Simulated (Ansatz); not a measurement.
# BeS2: one candidate of a structure search

Aim: relax a trial structure of BeS2 and see where it ends.

Computed with Ansatz 0.2.0 (DFT PBE, scalar-relativistic, plane waves, PAW, unless a step's input says otherwise).

**1. The system as given**

It takes space group P-3m1 (No. 164, trigonal). The conventional cell has a = 3.463 Å, b = 3.463 Å, c = 4.246 Å, α = 90.00°, β = 90.00°, γ = 120.00°. Be (site symmetry -3m) is surrounded by 6 S at 2.36 Å. S (site symmetry 3m) has 3 Be at 2.36 Å as nearest neighbours.

Coordinates:

```
CELL_PARAMETERS angstrom
3.46275 0.00000 0.00000
-1.73138 2.99883 0.00000
0.00000 0.00000 4.24565
ATOMIC_POSITIONS crystal
Be 0.00000 0.00000 0.00000
S 0.66667 0.33333 0.29320
S 0.33333 0.66667 0.70680
```

Recipe of the guess: species swapped into a database cell of Te2Au (P-3m1, No. 164), with S on the Te sites and Be on the Au sites. Its size is a rough estimate.

**2. Probe: one point on a coarse mesh**

Input file input.yaml:

```yaml
crystal:
  lattice:
    - [3.46275028, 0.0, 0.0]
    - [-1.73137514, 2.99882971, 0.0]
    - [0.0, 0.0, 4.24564772]
  atoms:
    - { symbol: Be, position: [0.0, 0.0, 0.0] }
    - { symbol: S, position: [0.66666667, 0.33333333, 0.29319999] }
    - { symbol: S, position: [0.33333333, 0.66666667, 0.70680001] }
basis:
  ecutwfc: 420
kpoints:
  mp_grid: { grid: [6, 6, 4] }
hamiltonian:
  xc: pbe
scf:
  occupations: { method: gaussian, width: 0.1 }
  lower_state_search: "off"
output:
  forces: true
  stress: true
  eigenvalues: true
```

Command:

```bash
$ ansatz run input.yaml --threads 1 --pin off --max-ram 2560MiB --backend cpu --events-out ev --progress --plain --runs-dir out
```

The session goes on with these runs: rough relaxation on the coarse mesh; relaxation on the finer mesh.

Q: Predict the outcome of this session. Wanted: conventional cell; volume; energy over the elements; gap on the mesh.

As calculated:

| quantity | value |
| --- | --- |
| symmetry at the end (tolerance 0.05 Å) | space group P-3m1 (No. 164) |
| conventional cell | a = 3.382 Å, b = 3.382 Å, c = 4.313 Å, α = 90.00°, β = 90.00°, γ = 120.00° |
| volume | 14.24 Å³/atom |
| energy over the elements | -0.01 eV/atom |
| gap on the mesh | none (metal) |

In words: The space group P-3m1 (No. 164) is kept, and the volume per atom shrinks by 3.1 % from the first guess. The formation energy of this structure is too near zero to say whether it is bound against the elements. No finished test with a distortion of lower symmetry is shown, so the end may be a saddle point. Spin polarisation is off in the runs that give these values; a magnetic solution could lie lower.
